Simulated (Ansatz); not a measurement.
# H4O3Sn: the cost of one run

All numbers below are computed with Ansatz 0.2.0 (RHF/def2-SVP).

## (1) The structure to begin with

Bond lengths: Sn1–O2 1.960 Å, O2–H3 1.010 Å, Sn1–O4 1.960 Å, O4–H5 1.010 Å, Sn1–H6 1.739 Å, Sn1–O7 1.959 Å, O7–H8 1.010 Å. Angles: Sn1–O2–H3 109.5°, O2–Sn1–O4 109.4°, O2–Sn1–H6 109.5°, O2–Sn1–O7 109.5°, O4–Sn1–H6 109.5°, O4–Sn1–O7 109.5°, H6–Sn1–O7 109.5°, Sn1–O4–H5 109.5°, Sn1–O7–H8 109.5°.

As a file:

```xyz
8

Sn    0.0000    0.0000    0.0000
O     0.0000    0.0000    1.9600
H    -0.9095   -0.2814    2.2971
O     1.8483    0.0000   -0.6527
H     2.1646   -0.9521   -0.7693
H    -0.8195    1.4198   -0.5794
O    -0.9232   -1.5994   -0.6527
H    -1.3778   -2.0650    0.1197
```

## (2) Preparing the start

The input, input.yaml:

```yaml
crystal:
  periodic: [false, false, false]
  atoms:
    - { symbol: Sn, position_ang: [0.0, 0.0, 0.0] }
    - { symbol: O, position_ang: [0.0, 0.0, 1.96] }
    - { symbol: H, position_ang: [-0.9095, -0.2814, 2.2971] }
    - { symbol: O, position_ang: [1.8483, 0.0, -0.6527] }
    - { symbol: H, position_ang: [2.1646, -0.9521, -0.7693] }
    - { symbol: H, position_ang: [-0.8195, 1.4198, -0.5794] }
    - { symbol: O, position_ang: [-0.9232, -1.5994, -0.6527] }
    - { symbol: H, position_ang: [-1.3778, -2.065, 0.1197] }
basis:
  gaussian: { orbitals: def2-SVP }
hamiltonian:
  xc: hf
relax:
  f_tol: 0.02
  max_steps: 40
output:
  orbitals: {}
```

Run with:

```bash
$ ansatz run input.yaml --threads 1 --pin off --max-ram 2048MiB --backend cpu --events-out ev --progress --plain --runs-dir out
```

What time and memory should one allow on 1 thread of Arm Neoverse V1, shared host?

About 52 s, with a peak of 0.17 GiB.
